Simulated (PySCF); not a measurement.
**PbI2: other functionals and bases at one geometry**

The task here is to estimate one member of a computed series from the others.

Computed with PySCF 2.14.0. Level: several levels, as the steps say, no spin–orbit coupling.

3 further runs of the same task are left out: 2 for a known fault of the program, 1 set aside as unsound or not needed.

## Starting geometry

3 atoms, charge 0, spin multiplicity 1.

Bond lengths: Pb1–I2 2.852 Å, Pb1–I3 2.852 Å. Angles: I2–Pb1–I3 103.8°.

Geometry (Å):

```xyz
3
charge 0, multiplicity 1
Pb    1.1194    0.0421    0.0000
I    -0.6395   -0.0241    2.2442
I    -0.6395   -0.0241   -2.2442
```

Formal oxidation states: Pb +2. An earlier session relaxed this geometry at TPSS, Pb def2-SVP with ECP60, I def2-SVP with ECP28 (singlet, point group C2v).

At TPSS on the finer grid: E = -788.116667 Eh, HOMO -6.23 eV, LUMO -3.87 eV, Mulliken charge on Pb1 +0.54 e, largest force component 0.059 eV/Å. 

Levels to run: PBE0; HF; revPBE; PBE; TPSS, TZVP; TPSS, x2c-SVP. Hardware: 2 threads of Intel Xeon at 2.50GHz (Skylake/Cascade Lake), shared host.

Set-up of the first run:

The input, run.py (the lines that set the calculation):

```python
mol = gto.M(atom='''
Pb     1.11938     0.04211     0.00000
I     -0.63949    -0.02406     2.24418
I     -0.63949    -0.02406    -2.24418''',
    basis={'Pb': 'def2-SVP', 'I': 'def2-SVP'},
    ecp={'Pb': 'def2-SVP', 'I': 'def2-SVP'},
    charge=0, spin=0)
mf = dft.RKS(mol, xc='PBE0')
mf.grids.atom_grid = (75, 302)
mf = mf.density_fit()  # fitting sets: Pb def2-universal-JKFIT, I def2-universal-JKFIT
mf.conv_tol = 1e-08; mf.max_cycle = 55
mf.kernel(dm0)  # dm0: the density of the relaxed state
```

Run with:

```
$ OMP_NUM_THREADS=2 python run.py
```

Steps of the session up to this table: PBE0; HF; revPBE; PBE; TPSS, TZVP; TPSS, x2c-SVP.

One table of the session follows, with a row left open; its other results are not shown here.

| level | HOMO (eV) | gap (eV) | charge on Pb1 (e) | dipole (D) | largest force component (eV/Å) |
| --- | --- | --- | --- | --- | --- |
| TPSS (relaxed here) | -6.23 | 2.37 | 0.54 | 3.73 | 0.06 |
| PBE0 | -7.22 | 3.85 | 0.57 | 3.98 | 0.18 |
| HF | ? | ? | ? | ? | ? |
| revPBE | -6.07 | 2.26 | 0.51 | 3.60 | 0.22 |
| PBE | -6.13 | 2.23 | 0.49 | 3.51 | 0.08 |
| TPSS, TZVP | -6.29 | 2.43 | 0.64 | 3.65 | 0.14 |
| TPSS, x2c-SVP | -6.15 | 2.34 | 0.56 | 3.52 | 0.38 |

**Question.** Estimate the row for HF.

The run gave: HOMO (eV): -9.29; gap (eV): 8.43; charge on Pb1 (e): 0.77; dipole (D): 4.78; largest force component (eV/Å): 0.13. In the column «HOMO (eV)» it is the lowest.

In one basis the HOMO–LUMO gap runs from 2.23 eV (PBE) to 8.43 eV (HF). The largest leftover force, 0.38 eV/Å with TPSS, x2c-SVP, stands at a geometry relaxed at another level. Total energies of different levels can't be compared.
